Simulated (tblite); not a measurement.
# C5H11NSSi2: the cost of one run

Computed with tblite 0.8.0 and PySCF 2.14.0, with density-fitted response routines of our own, on a single molecule in the gas phase. Atoms count from 0, in the outputs and in this text.

## (1) Starting geometry

20 atoms, charge 0, multiplicity 1; geometry from: force field or distance geometry start.

Bonds of the start (Å): C0–C1 1.21, C1–Si2 1.79, Si2–C3 1.89, C3–C4 1.52, C4–N5 1.45, N5–Si6 1.82, Si6–S7 2.12, S7–C8 1.81, Si6–Si2 2.23, C0–H9 1.09, Si2–H10 1.46, C3–H11 1.09, C3–H12 1.13, C4–H13 1.10, C4–H14 1.13, N5–H15 1.04, Si6–H16 1.46, C8–H17 1.10, C8–H18 1.11, C8–H19 1.10.

## (2) Optimising the geometry with GFN2-xTB

The job: settings as JSON, then the geometry in Å.

```
{"job": {"kind": "relax", "xc": "GFN2-xTB", "basis": "xTB"}, "charge": 0, "multiplicity": 1}
C     -2.129100     2.576700     0.721000
C     -1.792600     1.725500    -0.066000
Si    -1.289900     0.442500    -1.214500
C     -2.070300    -1.223800    -0.796700
C     -1.160900    -1.685600     0.327100
N      0.152100    -1.917600    -0.230500
Si     0.772100    -0.294100    -0.768100
S      1.752900     0.790300     0.770100
C      3.502700     1.087100     0.439100
H     -2.441900     3.340300     1.429800
H     -1.467500     0.805400    -2.613800
H     -2.099700    -1.872600    -1.669900
H     -3.082400    -1.060300    -0.317500
H     -1.525800    -2.625200     0.773300
H     -1.138300    -0.866700     1.104500
H      0.769000    -2.224500     0.547200
H      1.570900    -0.455300    -1.980900
H      3.759200     2.106400     0.765600
H      4.157700     0.384200     0.993800
H      3.756900     0.978000    -0.626200
```

On the command line:

```
$ OMP_NUM_THREADS=1 python probes_run.py task.json out
```

One launch serves the whole session: the jobs run in the order shown.

Q: Estimate the wall time and peak memory of this first job on 1 thread of Intel Xeon at 2.50GHz, shared host.

About 10 s, with a peak of 0.18 GiB.
